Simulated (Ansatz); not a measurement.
# CH7NO2Si: the cost of one run

Method: the settings change from run to run; program: Ansatz 0.2.0, Gaussian basis.

## Step 1: The relaxed structure

The structure was relaxed beforehand with PBE0-D4 in a triple-zeta def2 set.

12 atoms, charge 0, spin multiplicity 1.

Atoms are counted from 1 here; the program's logs count them from 0.

Bond lengths: C1–O2 1.409 Å, C1–H6 1.094 Å, C1–H7 1.092 Å, C1–H8 1.096 Å, O2–Si3 1.633 Å, Si3–N4 1.701 Å, Si3–O5 1.643 Å, Si3–H9 1.486 Å, N4–H10 1.008 Å, N4–H11 1.007 Å, O5–H12 0.958 Å. Angles: O2–C1–H6 111.3°, O2–C1–H7 108.2°, O2–C1–H8 111.5°, H6–C1–H7 108.9°, H6–C1–H8 108.6°, H7–C1–H8 108.3°, C1–O2–Si3 124.0°, O2–Si3–N4 112.4°, O2–Si3–O5 104.9°, O2–Si3–H9 110.4°, N4–Si3–O5 111.1°, N4–Si3–H9 106.6°, O5–Si3–H9 111.5°, Si3–N4–H10 120.7°, Si3–N4–H11 119.3°, H10–N4–H11 111.2°, Si3–O5–H12 116.5°.

## Step 2: revPBE/def2-TZVP

Options: multiplicity 3, D4 dispersion, the search for lower states set to off.

in.yaml reads:

```yaml
crystal:
  periodic: [false, false, false]
  atoms:
    - {symbol: C, position_ang: [-1.799314, -0.881249, -0.270305]}
    - {symbol: O, position_ang: [-0.455479, -0.651279, -0.626973]}
    - {symbol: Si, position_ang: [0.618671, 0.137213, 0.316536]}
    - {symbol: N, position_ang: [2.083148, 0.449824, -0.489628]}
    - {symbol: O, position_ang: [-0.134845, 1.535791, 0.736901]}
    - {symbol: H, position_ang: [-2.333355, 0.059476, -0.106700]}
    - {symbol: H, position_ang: [-2.281273, -1.423738, -1.085684]}
    - {symbol: H, position_ang: [-1.874576, -1.488435, 0.639595]}
    - {symbol: H, position_ang: [0.956802, -0.679066, 1.510972]}
    - {symbol: H, position_ang: [2.092014, 0.953597, -1.362589]}
    - {symbol: H, position_ang: [2.818728, -0.237399, -0.458698]}
    - {symbol: H, position_ang: [0.386377, 2.169966, 1.230573]}
basis:
  gaussian: {orbitals: def2-TZVP}
magnetization: {spin_polarized: true, initial_magnetization: 2}
hamiltonian: {xc: {name: revPBE}, dispersion: d4}
scf: {lower_state_search: off}
```

Launch:

```sh
ansatz run in.yaml --threads 4 --pin off --events-out ev --progress --plain --max-ram 10444MiB
```

**Question.** How long does this run take on 4 threads of Arm Neoverse V1, shared host, and how much memory does it need?

About 3.4 s, with a peak of 0.46 GiB.
